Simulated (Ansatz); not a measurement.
A first try at an atomisation energy of C2H2N2, SMILES N#CC=N, using the Python package of Ansatz (0.2.0).

`c2h2n2.xyz`
```text
6

N     1.96080   -0.39880    0.87630
C     1.02250   -0.10420    0.26640
C    -0.14380    0.26220   -0.49200
N    -1.33020   -0.02000   -0.06100
H    -0.02530    0.77990   -1.43400
H    -1.48410   -0.51920    0.84430
```

`tae_c2h2n2.py`
```python
"""Energy to split C2H2N2 into its atoms."""

from collections import Counter

import ansatz

params = {
    "xc": "R2SCAN0",
}


def energy(molecule, charge=0, unpaired=0):
    calc = molecule.calculation().functional(params["xc"])
    if charge:
        calc = calc.charge(charge)
    if unpaired:
        calc = calc.spin("collinear", total=unpaired)
    report = calc.run(threads=1).report
    if report["published_state_doubts"]:
        print("  doubts:", report["published_state_doubts"])
    return report["free_energy_ev"]

c2h2n2 = ansatz.Crystal.molecule_from_extxyz("c2h2n2.xyz")

# Hund ground states
unpaired = {"N": 3, "C": 2, "H": 1}
counts = Counter(site.symbol for site in c2h2n2.cartesian_sites)
atom_energy = {s: energy(ansatz.Crystal.molecule().atom(s, (0, 0, 0)), 0, unpaired[s]) for s in counts}
whole = energy(c2h2n2, 0, 0)
for s, e in atom_energy.items():
    print(f"{s:2s} x{counts[s]}  {e:14.5f} eV")
print(f"C2H2N2: {whole:.5f} eV")
split = sum(counts[s] * e for s, e in atom_energy.items()) - whole
print(f"atomisation energy (no zero-point term): {23.060548 * split:.1f} kcal/mol, {split / sum(counts.values()):.3f} eV an atom")
```

Running `python tae_c2h2n2.py` prints:
```text
Traceback (most recent call last):
  File "tae_c2h2n2.py", line 28, in <module>
    atom_energy = {s: energy(ansatz.Crystal.molecule().atom(s, (0, 0, 0)), 0, unpaired[s]) for s in counts}
                      ~~~~~~^^^^^^^^^^^^^^^^^^^^^^^^^^^^^^^^^^^^^^^^^^^^^^^^^^^^^^^^^^^^^^
  File "tae_c2h2n2.py", line 18, in energy
    report = calc.run(threads=1).report
             ~~~~~~~~^^^^^^^^^^^
  ...
ansatz.RefusalError: crystal.periodic: [false, false, false] — plane waves serve no molecule in free space; run it in a periodic box (the manual's SCF settings, § Molecules in a box). Leave crystal.periodic out and type crystal.lattice, kpoints, scf.occupations.method, an open shell's moments and, for an ion, output.charged_corrections. Or set basis.gaussian
```
(Library frames cut from the traceback.)

What is wrong, and how is it mended?

The fault: no basis is stated. The change:

```diff
--- before
+++ after
@@ -7,2 +7,3 @@
 params = {
+    "basis": "def2-TZVPP",
     "xc": "R2SCAN0",
@@ -12,3 +13,3 @@
 def energy(molecule, charge=0, unpaired=0):
-    calc = molecule.calculation().functional(params["xc"])
+    calc = molecule.calculation().basis(gaussian=params["basis"]).functional(params["xc"])
     if charge:
```

After the fix:

```console
$ python tae_c2h2n2.py
N  x2     -1485.23672 eV
C  x2     -1029.51733 eV
H  x2       -13.60215 eV
C2H2N2: -5082.95078 eV
atomisation energy (no zero-point term): 605.1 kcal/mol, 4.373 eV an atom
```

Notes:
- Total energies depend on the basis set; only differences at equal settings carry meaning.
- The geometry is a force-field or estimated start, not a minimum of this method, and the basis set is short of its limit. All parts are taken at fixed geometry, without zero-point energy.
- Wall time of the script: 7.2 s on 1 thread of Intel(R) Xeon(R) Platinum 8259CL CPU @ 2.50GHz (Skylake/Cascade Lake), with other jobs on the host, peak memory 0.3 GiB.

(Lines on the test bed's own set-up are left out of the output.)
